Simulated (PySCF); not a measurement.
# A diatomic session: InF

Aim: find the lowest electronic state of InF, scan its bond at several levels of theory, and get bond length, wavenumber and dissociation energy from each curve.

The runs use PySCF 2.14.0; In aug-cc-pVDZ-PP with ECP28, F aug-cc-pVDZ, scalar-relativistic core potentials.

## (1) The job

Settings of the job:

| Property | Result |
| --- | --- |
| atoms | In, F |
| charge | 0 |
| basis | In aug-cc-pVDZ-PP with ECP28, F aug-cc-pVDZ |
| Hamiltonian | scalar-relativistic core potentials |
| basis functions | 55 |
| electrons treated | 30 |
| masses in u | 114.9039, 18.9984 |
| levels | PBE0, PBE, r²SCAN, r²SCANh, LDA, PW91, HSE06, HF, MP2, SCS-MP2, CCSD, CCSD(T) |
| grid | 80 radial by 434 angular points |
| occupations | held fixed by the projection of orbital angular momentum |
| dissociation limit | In + F, each in its ground configuration |
| starting distance in angstrom | 2.005 |
| values of 2S to try | 0, 2 |

Command:

```
$ OMP_NUM_THREADS=1 python dia.py task.json out
```

The job searches for the state first and then visits each distance with every level. Its results follow level by level.

## (2) Which determinant to follow

Unrestricted PBE0 solutions at 2.005 Å, counted from the lowest. The search isn't exhaustive.

```
2Ms+1  unpaired          term  E (eV)  ⟨S²⟩  ⟨Lz²⟩  μ (D)
    1      none           ¹Σ⁺    0.00  0.00   0.00  -3.41
    3  σ ↑, π ↑            ³Π    3.75  2.00   1.00  -2.89
    1  σ ↓, π ↑  not assigned    4.34  1.01   1.00  -2.48
    3      σ ↑↑           ³Σ⁺    5.60  2.00   0.00  -1.15
    3      π ↑↑  not assigned    6.89  2.01   2.01   2.02
    3      π ↑↑  not assigned    7.00  2.01   2.01   2.14
```

6 of 7 solutions are listed, lowest first.

A term symbol stands only where ⟨S²⟩ and ⟨Lz²⟩ are near those of a pure state. A positive dipole means In(−)F(+).

Followed over a short scan are these candidates:

```
2Ms+1  unpaired  R at minimum (Å)  energy at minimum (eV)
    1      none              2.02                    0.00
    3  σ ↑, π ↑              1.99                    3.76
```

The search made 8 SCF attempts at the starting distance; with the short scans it took 4.8 s of wall time (1 thread of AMD EPYC 9R45 (Zen 5), shared host).

## (3) The PBE0 curve of the state that the search chose

State followed: ¹Σ⁺ (singlet), closed shell. The scan is laid around 2.025 Å.

The SCF at the reference distance, 2.025 Å, printed:

```text
******** <class 'pyscf.dft.uks_symm.SymAdaptedUKS'> ********
method = SymAdaptedUKS
initial guess = minao
damping factor = 0
level_shift factor = 0
DIIS = <class 'pyscf.scf.diis.CDIIS'>
diis_start_cycle = 1
diis_space = 10
diis_damp = 0
SCF conv_tol = 1e-09
SCF conv_tol_grad = None
SCF max_cycles = 60
direct_scf = False
max_memory 909 MB (current use 291 MB)
number electrons alpha = 15  beta = 15
XC library pyscf.dft.libxc version 7.0.0
    S. Lehtola, C. Steigemann, M. J.T. Oliveira, and M. A.L. Marques.,  SoftwareX 7, 1–5 (2018)
XC functionals = PBE0
    C. Adamo and V. Barone.,  J. Chem. Phys. 110, 6158 (1999)
    M. Ernzerhof and G. E. Scuseria.,  J. Chem. Phys. 110, 5029 (1999)
small_rho_cutoff = 0
Overwritten attributes  get_k get_j get_hcore get_jk get_occ  of <class 'pyscf.dft.uks_symm.SymAdaptedUKS'>
<class 'pyscf.dft.uks_symm.SymAdaptedUKS'> does not have attributes  refdm
Set gradient conv threshold to 3.16228e-05
init E= -289.951818195951
cycle= 1 E= -289.953615125462  delta_E= -0.0018  |g|= 0.00208  |ddm|= 0.0264
cycle= 2 E= -289.953618205034  delta_E= -3.08e-06  |g|= 0.000825  |ddm|= 0.0134
cycle= 3 E= -289.953618690501  delta_E= -4.85e-07  |g|= 0.000155  |ddm|= 0.00372
cycle= 4 E= -289.9536186916  delta_E= -1.1e-09  |g|= 0.000143  |ddm|= 0.000337
cycle= 5 E= -289.95361869904  delta_E= -7.44e-09  |g|= 1.41e-05  |ddm|= 0.000224
cycle= 6 E= -289.953618699132  delta_E= -9.2e-11  |g|= 1.31e-06  |ddm|= 2.61e-05
Extra cycle  E= -289.95361869913  delta_E= 1.31e-12  |g|= 2.34e-06  |ddm|= 4.74e-06
converged SCF energy = -289.95361869913  <S^2> = -1.0658141e-14  2S+1 = 1
```

Points of the scan, energies from the lowest:

```
 R (Å)  E (eV)  μ (D)  Mulliken charge of In (e)  Mayer bond order  ⟨S²⟩  HOMO (eV)  LUMO (eV)
1.7415  1.0018  -1.54                       0.60              0.30  0.00      -7.05      -1.31
1.8225  0.4255  -2.12                       0.60              0.35  0.00      -7.25      -1.41
1.9035  0.1238  -2.69                       0.61              0.39  0.00      -7.42      -1.51
1.9642  0.0233  -3.12                       0.62              0.41  0.00      -7.53      -1.59
2.0250  0.0000  -3.55                       0.63              0.42  0.00      -7.63      -1.67
2.0857  0.0336  -3.97                       0.64              0.43  0.00      -7.71      -1.75
2.1667  0.1410  -4.53                       0.66              0.44  0.00      -7.79      -1.86
2.2680  0.3401  -5.22                       0.68              0.44  0.00      -7.81      -2.00
2.3895  0.6297  -6.03                       0.71              0.44  0.00      -7.75      -2.16
2.5515  1.0456  -7.07                       0.74              0.43  0.00      -7.49      -2.36
```

The fit gives Re = 2.016 Å, ωe = 517 cm⁻¹, ωexe = 2.56 cm⁻¹, αe = 0.00181 cm⁻¹, Be = 0.2543 cm⁻¹, De = 5.41 eV, μ = -3.49 D.

Orbitals nearest the gap at 2.025 Å:

```
spin  orbital  ε (eV)  filled                         made of
both        δ  -21.33     yes                      In d 100 %
both        π  -21.13     yes                      In d 100 %
both        π  -21.13     yes                      In d 100 %
both        σ  -21.02     yes                       In d 97 %
both        σ  -11.11     yes             F p 61 %, In s 35 %
both        π   -9.40     yes                        F p 97 %
both        π   -9.40     yes                        F p 97 %
both        σ   -7.63     yes  In s 64 %, F p 25 %, In p 10 %
both        π   -1.67      no                      In p 100 %
both        π   -1.67      no                      In p 100 %
both        σ   -0.18      no                       In p 95 %
```

Polarisability there: 44.5 bohr³ along the bond, 38.2 across it.

## (4) Orbitals, density and potential

Orbitals, density, ELF and potential are computed afterwards from the orbital file.

Frontier orbitals at PBE0, with the share of their density that lies nearest to each atom:

```
orbital  energy (eV)            lies on
 HOMO-1        -9.40            F2 98 %
   HOMO        -7.63  In1 72 %; F2 28 %
   LUMO        -1.67  In1 89 %; F2 11 %
```

ELF in a plane through or near 2 of the atoms.

Ten even steps from '0' (0.00) to '9' (0.96):
```
0000001111100000000000000000
0000135554320000000000000000
0012578876542000000000000000
0146898765432000001000000000
0268998754432000011110000000
1589987533221101233321000000
3799975322221113566542100000
4899864345642115788864200000
6999863477774116878875200000
6999853583066127664886310000
6999853583066127654886310000
6999863477774116888885200000
4899864345642115788864200000
3799975322221113566542100000
1589987533221101233321000000
0268998754432000011110000000
0146898765432000001000000000
0012578876542000000000000000
0000135554320000000000000000
0000001111100000000000000000
```
The map spans 7.2 Å across and 5.2 Å up, centred on the molecule. Atoms in the plane (x, y in Å): In1 (-1.0, 0.0), F2 (1.0, 0.0).

On the surface of density 0.002 e/bohr³ the electrostatic potential runs, from the 1st to the 99th percentile, from -2.16 V near F2 to 1.87 V near In1.

Core electrons inside the core potentials are missing from the density.

## (5) Higher solutions at PBE0

State 2: ³Π (triplet), unpaired electrons σ ↑, π ↑, an excited solution.

Log of the SCF at 2.025 Å:

```text
******** <class 'pyscf.dft.uks_symm.SymAdaptedUKS'> ********
method = SymAdaptedUKS
initial guess = minao
damping factor = 0
level_shift factor = 0
DIIS = <class 'pyscf.scf.diis.CDIIS'>
diis_start_cycle = 1
diis_space = 10
diis_damp = 0
SCF conv_tol = 1e-09
SCF conv_tol_grad = None
SCF max_cycles = 60
direct_scf = False
max_memory 909 MB (current use 328 MB)
number electrons alpha = 16  beta = 14
XC library pyscf.dft.libxc version 7.0.0
    S. Lehtola, C. Steigemann, M. J.T. Oliveira, and M. A.L. Marques.,  SoftwareX 7, 1–5 (2018)
XC functionals = PBE0
    C. Adamo and V. Barone.,  J. Chem. Phys. 110, 6158 (1999)
    M. Ernzerhof and G. E. Scuseria.,  J. Chem. Phys. 110, 5029 (1999)
small_rho_cutoff = 0
Set gradient conv threshold to 3.16228e-05
init E= -289.812664519372
cycle= 1 E= -289.815308659947  delta_E= -0.00264  |g|= 0.00386  |ddm|= 0.0258
cycle= 2 E= -289.815304231989  delta_E= 4.43e-06  |g|= 0.00545  |ddm|= 0.0116
cycle= 3 E= -289.815314313192  delta_E= -1.01e-05  |g|= 0.00172  |ddm|= 0.00831
cycle= 4 E= -289.815315555167  delta_E= -1.24e-06  |g|= 0.000388  |ddm|= 0.00274
cycle= 5 E= -289.815315763913  delta_E= -2.09e-07  |g|= 7.13e-05  |ddm|= 0.0026
cycle= 6 E= -289.815315770914  delta_E= -7e-09  |g|= 2.93e-05  |ddm|= 0.00038
cycle= 7 E= -289.815315771522  delta_E= -6.08e-10  |g|= 5.24e-06  |ddm|= 0.000144
Extra cycle  E= -289.815315771512  delta_E= 9.78e-12  |g|= 8.54e-06  |ddm|= 2.02e-05
converged SCF energy = -289.815315771512  <S^2> = 2.0045668  2S+1 = 3.003043
```

Re = 1.983 Å, ωe = 527 cm⁻¹, ωexe = 4.13 cm⁻¹, αe = 0.00225 cm⁻¹, Be = 0.2629 cm⁻¹, μ = -2.81 D. Its minimum lies 3.75 eV above that of the lowest state.

Energy (eV) from the lowest point of the lowest state:

```
R (Å)  lowest  state 2
1.742   1.002    4.539
1.823   0.425    4.046
1.903   0.124    3.812
1.964   0.023    3.753
2.025   0.000    3.763
2.086   0.034    3.822
2.167   0.141    3.947
2.268   0.340    4.140
2.389   0.630    4.381
2.551   1.046    4.666
```

## (6) PBE

Output of the SCF at 2.025 Å:

```text
******** <class 'pyscf.dft.uks_symm.SymAdaptedUKS'> ********
method = SymAdaptedUKS
initial guess = minao
damping factor = 0
level_shift factor = 0
DIIS = <class 'pyscf.scf.diis.CDIIS'>
diis_start_cycle = 1
diis_space = 10
diis_damp = 0
SCF conv_tol = 1e-09
SCF conv_tol_grad = None
SCF max_cycles = 60
direct_scf = False
max_memory 909 MB (current use 328 MB)
number electrons alpha = 15  beta = 15
XC library pyscf.dft.libxc version 7.0.0
    S. Lehtola, C. Steigemann, M. J.T. Oliveira, and M. A.L. Marques.,  SoftwareX 7, 1–5 (2018)
XC functionals = PBE
    J. P. Perdew, K. Burke, and M. Ernzerhof.,  Phys. Rev. Lett. 77, 3865 (1996)
    J. P. Perdew, K. Burke, and M. Ernzerhof.,  Phys. Rev. Lett. 78, 1396 (1997)
    J. P. Perdew, K. Burke, and M. Ernzerhof.,  Phys. Rev. Lett. 77, 3865 (1996)
    J. P. Perdew, K. Burke, and M. Ernzerhof.,  Phys. Rev. Lett. 78, 1396 (1997)
small_rho_cutoff = 0
Set gradient conv threshold to 3.16228e-05
init E= -289.959987547521
cycle= 1 E= -289.959258140077  delta_E= 0.000729  |g|= 0.086  |ddm|= 0.283
cycle= 2 E= -289.939944901659  delta_E= 0.0193  |g|= 0.244  |ddm|= 0.425
cycle= 3 E= -289.962300640543  delta_E= -0.0224  |g|= 0.0113  |ddm|= 0.296
cycle= 4 E= -289.962362958326  delta_E= -6.23e-05  |g|= 0.000833  |ddm|= 0.0191
cycle= 5 E= -289.962363292508  delta_E= -3.34e-07  |g|= 0.000385  |ddm|= 0.00281
cycle= 6 E= -289.962363352325  delta_E= -5.98e-08  |g|= 9.26e-05  |ddm|= 0.000575
cycle= 7 E= -289.962363355816  delta_E= -3.49e-09  |g|= 2.9e-06  |ddm|= 0.000127
cycle= 8 E= -289.962363355819  delta_E= -3.18e-12  |g|= 1.51e-06  |ddm|= 1.13e-05
Extra cycle  E= -289.96236335581  delta_E= 8.36e-12  |g|= 4.89e-06  |ddm|= 1.06e-05
converged SCF energy = -289.96236335581  <S^2> = -1.9539925e-14  2S+1 = 1
```

Re = 2.044 Å, ωe = 490 cm⁻¹, ωexe = 2.48 cm⁻¹, αe = 0.00180 cm⁻¹, Be = 0.2475 cm⁻¹, De = 5.78 eV, μ = -3.52 D. 3.9 s of CPU time for 12 points, integrals apart.

## (7) r²SCAN

Output of the SCF at 2.025 Å:

```text
******** <class 'pyscf.dft.uks_symm.SymAdaptedUKS'> ********
method = SymAdaptedUKS
initial guess = minao
damping factor = 0
level_shift factor = 0
DIIS = <class 'pyscf.scf.diis.CDIIS'>
diis_start_cycle = 1
diis_space = 10
diis_damp = 0
SCF conv_tol = 1e-09
SCF conv_tol_grad = None
SCF max_cycles = 60
direct_scf = False
max_memory 909 MB (current use 328 MB)
number electrons alpha = 15  beta = 15
XC library pyscf.dft.libxc version 7.0.0
    S. Lehtola, C. Steigemann, M. J.T. Oliveira, and M. A.L. Marques.,  SoftwareX 7, 1–5 (2018)
XC functionals = R2SCAN
    J. W. Furness, A. D. Kaplan, J. Ning, J. P. Perdew, and J. Sun.,  J. Phys. Chem. Lett. 11, 8208-8215 (2020)
    J. W. Furness, A. D. Kaplan, J. Ning, J. P. Perdew, and J. Sun.,  J. Phys. Chem. Lett. 11, 9248-9248 (2020)
    J. W. Furness, A. D. Kaplan, J. Ning, J. P. Perdew, and J. Sun.,  J. Phys. Chem. Lett. 11, 8208-8215 (2020)
    J. W. Furness, A. D. Kaplan, J. Ning, J. P. Perdew, and J. Sun.,  J. Phys. Chem. Lett. 11, 9248-9248 (2020)
small_rho_cutoff = 0
Set gradient conv threshold to 3.16228e-05
init E= -290.076314498886
cycle= 1 E= -290.076824984581  delta_E= -0.00051  |g|= 0.0153  |ddm|= 0.149
cycle= 2 E= -290.076228432008  delta_E= 0.000597  |g|= 0.0431  |ddm|= 0.0973
cycle= 3 E= -290.076957531603  delta_E= -0.000729  |g|= 0.00379  |ddm|= 0.0546
cycle= 4 E= -290.07696652437  delta_E= -8.99e-06  |g|= 0.000316  |ddm|= 0.011
cycle= 5 E= -290.076966574253  delta_E= -4.99e-08  |g|= 4.67e-05  |ddm|= 0.000804
cycle= 6 E= -290.076966575255  delta_E= -1e-09  |g|= 8.01e-06  |ddm|= 0.000155
cycle= 7 E= -290.076966575296  delta_E= -4.12e-11  |g|= 3.15e-06  |ddm|= 4.92e-05
Extra cycle  E= -290.076966575279  delta_E= 1.73e-11  |g|= 7.56e-06  |ddm|= 1.8e-05
converged SCF energy = -290.076966575279  <S^2> = -8.8817842e-15  2S+1 = 1
```

Re = 2.014 Å, ωe = 522 cm⁻¹, ωexe = 2.58 cm⁻¹, αe = 0.00180 cm⁻¹, Be = 0.2550 cm⁻¹, De = 5.58 eV, μ = -3.30 D. 5.4 s of CPU time for 12 points, integrals apart.

## (8) r²SCANh (hybrid meta-GGA)

Output of the SCF at 2.025 Å:

```text
******** <class 'pyscf.dft.uks_symm.SymAdaptedUKS'> ********
method = SymAdaptedUKS
initial guess = minao
damping factor = 0
level_shift factor = 0
DIIS = <class 'pyscf.scf.diis.CDIIS'>
diis_start_cycle = 1
diis_space = 10
diis_damp = 0
SCF conv_tol = 1e-09
SCF conv_tol_grad = None
SCF max_cycles = 60
direct_scf = False
max_memory 909 MB (current use 329 MB)
number electrons alpha = 15  beta = 15
XC library pyscf.dft.libxc version 7.0.0
    S. Lehtola, C. Steigemann, M. J.T. Oliveira, and M. A.L. Marques.,  SoftwareX 7, 1–5 (2018)
XC functionals = HYB_MGGA_XC_R2SCANH
    M. Bursch, H. Neugebauer, S. Ehlert, and S. Grimme.,  J. Chem. Phys. 156, 134105 (2022)
small_rho_cutoff = 0
Set gradient conv threshold to 3.16228e-05
init E= -290.056310815282
cycle= 1 E= -290.05656409932  delta_E= -0.000253  |g|= 0.00559  |ddm|= 0.0862
cycle= 2 E= -290.056555608742  delta_E= 8.49e-06  |g|= 0.0081  |ddm|= 0.0196
cycle= 3 E= -290.056575332757  delta_E= -1.97e-05  |g|= 0.00203  |ddm|= 0.0114
cycle= 4 E= -290.056577347281  delta_E= -2.01e-06  |g|= 7.43e-05  |ddm|= 0.00483
cycle= 5 E= -290.056577351935  delta_E= -4.65e-09  |g|= 2.5e-05  |ddm|= 0.000293
cycle= 6 E= -290.056577352212  delta_E= -2.77e-10  |g|= 3.74e-06  |ddm|= 8.93e-05
Extra cycle  E= -290.056577352208  delta_E= 4.15e-12  |g|= 5.54e-06  |ddm|= 1.48e-05
converged SCF energy = -290.056577352208  <S^2> = -1.0658141e-14  2S+1 = 1
```

Re = 2.008 Å, ωe = 528 cm⁻¹, ωexe = 2.60 cm⁻¹, αe = 0.00180 cm⁻¹, Be = 0.2564 cm⁻¹, De = 5.45 eV, μ = -3.33 D.

[end of part 1 of 2]
